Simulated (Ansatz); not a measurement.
# BaCa3F8: the band gap up the ladder of functionals

An exercise on one series of results from a longer session: the logs are not shown, and one member is left open.

Program: Ansatz 0.2.0. PAW datasets, plane waves. No spin polarisation. The prototype was imposed, so other structures may be more stable.

## The system as given

The cell was relaxed beforehand with r2SCAN.

Space group Cmmm (No. 65), orthorhombic; a = 7.956 Å, b = 11.379 Å, c = 3.961 Å in the conventional setting, 14.94 Å³ an atom. Ba has 8 F at 2.58–2.60 Å; F has 4 Ca at 2.40–2.48 Å and 6 F at 2.68–2.73 Å; F has 2 Ca at 2.32 Å and 2 Ba at 2.58 Å; Ca has 8 F at 2.32–2.48 Å; F has 3 Ca at 2.39–2.40 Å and 1 Ba at 2.60 Å and 3 F at 2.71–2.72 Å.

The structure in full:

```cif
data_structure
_symmetry_space_group_name_H-M 'P 1'
_symmetry_Int_Tables_number 1
_cell_length_a 6.9424
_cell_length_b 6.9424
_cell_length_c 3.9608
_cell_angle_alpha 90.000
_cell_angle_beta 90.000
_cell_angle_gamma 110.076
_cell_volume 179.30
loop_
_atom_site_label
_atom_site_type_symbol
_atom_site_fract_x
_atom_site_fract_y
_atom_site_fract_z
_atom_site_occupancy
Ba1 Ba 0.00000 0.00000 0.00000 1
F1 F 0.38021 0.61979 0.50000 1
F2 F 0.14508 0.85492 0.50000 1
Ca1 Ca 0.50000 0.00000 0.50000 1
F3 F 0.86497 0.60164 0.00000 1
F4 F 0.60164 0.86497 0.00000 1
Ca2 Ca 0.00000 0.50000 0.50000 1
F5 F 0.39836 0.13503 0.00000 1
F6 F 0.13503 0.39836 0.00000 1
Ca3 Ca 0.50000 0.50000 0.00000 1
F7 F 0.85492 0.14508 0.50000 1
F8 F 0.61979 0.38021 0.50000 1
```

Set-up of the first run:

The input, input.yaml:

```yaml
crystal:
  lattice:
    - [3.978234918, -5.6895120744, 0.0]
    - [3.978234918, 5.6895120744, 0.0]
    - [0.0, 0.0, 3.9608481574]
  atoms:
    - { symbol: Ba, position: [0.0, 0.0, 0.0] }
    - { symbol: F, position: [0.3802126811, 0.6197873189, 0.5] }
    - { symbol: F, position: [0.1450838997, 0.8549161003, 0.5] }
    - { symbol: Ca, position: [0.5, 0.0, 0.5] }
    - { symbol: F, position: [0.8649697315, 0.6016368249, 0.0] }
    - { symbol: F, position: [0.6016368249, 0.8649697315, 0.0] }
    - { symbol: Ca, position: [0.0, 0.5, 0.5] }
    - { symbol: F, position: [0.3983631751, 0.1350302685, 0.0] }
    - { symbol: F, position: [0.1350302685, 0.3983631751, 0.0] }
    - { symbol: Ca, position: [0.5, 0.5, 0.0] }
    - { symbol: F, position: [0.8549161003, 0.1450838997, 0.5] }
    - { symbol: F, position: [0.6197873189, 0.3802126811, 0.5] }
kpoints:
  mp_grid: { grid: [4, 4, 6] }
  band_path:
    path:
      - [[0.0, 0.0, 0.0], [-0.5, 0.5, 0.0], [-0.3722280299106, 0.6277719700894, 0.0]]
      - [[0.3722280299106, 0.3722280299106, 0.0], [0.0, 0.0, 0.0], [0.0, 0.0, 0.5], [0.3722280299106, 0.3722280299106, 0.5]]
      - [[-0.3722280299106, 0.6277719700894, 0.5], [-0.5, 0.5, 0.5], [-0.5, 0.5, 0.0]]
      - [[0.0, 0.0, 0.0], [-8.818372470591e-18, 0.5, 0.0], [-8.818372470591e-18, 0.5, 0.5], [0.0, 0.0, 0.5], [-0.5, 0.5, 0.5]]
    npoints: 10
hamiltonian:
  xc: pbe
scf:
  occupations: { method: fermi_dirac, width: 0.02 }
  n_extra_bands: 7
output:
  forces: true
  stress: true
  eigenvalues: true
  write_density: true
  write_potential: true
  elf: true
  volumetric_format: npy
```

Among the steps run: PBE bands along the symmetry lines; Single point with r2SCAN; Single point with HSE06; Single point with PBE+SOC; Single point with PBE0.

One table of the session follows, with a row left open; its other results are not shown here.

```
  level  gap (eV)
    PBE      6.62
 r2SCAN         ?
  HSE06      8.63
PBE+SOC      6.62
   PBE0      9.40
```

**Question.** Estimate the row for r2SCAN.

The run gave: gap (eV): 7.19. In the column «gap (eV)» it lies between PBE+SOC (6.62) and HSE06 (8.63).

Meshes: PBE 4×4×6, r2SCAN 4×4×6, HSE06 2×2×4, PBE+SOC 4×4×6, PBE0 2×2×4

What this shows: The gap runs from 6.62 eV (PBE+SOC) to 9.40 eV (PBE0). PBE reaches 77 % of the HSE06 value, and r2SCAN 83 %. PBE0 lies 0.77 eV above HSE06, which differs from it by screening the long-range exchange.

Caveats from the session: Warnings in the runs' records: stress scf threshold loose, stress exchange threshold loose.
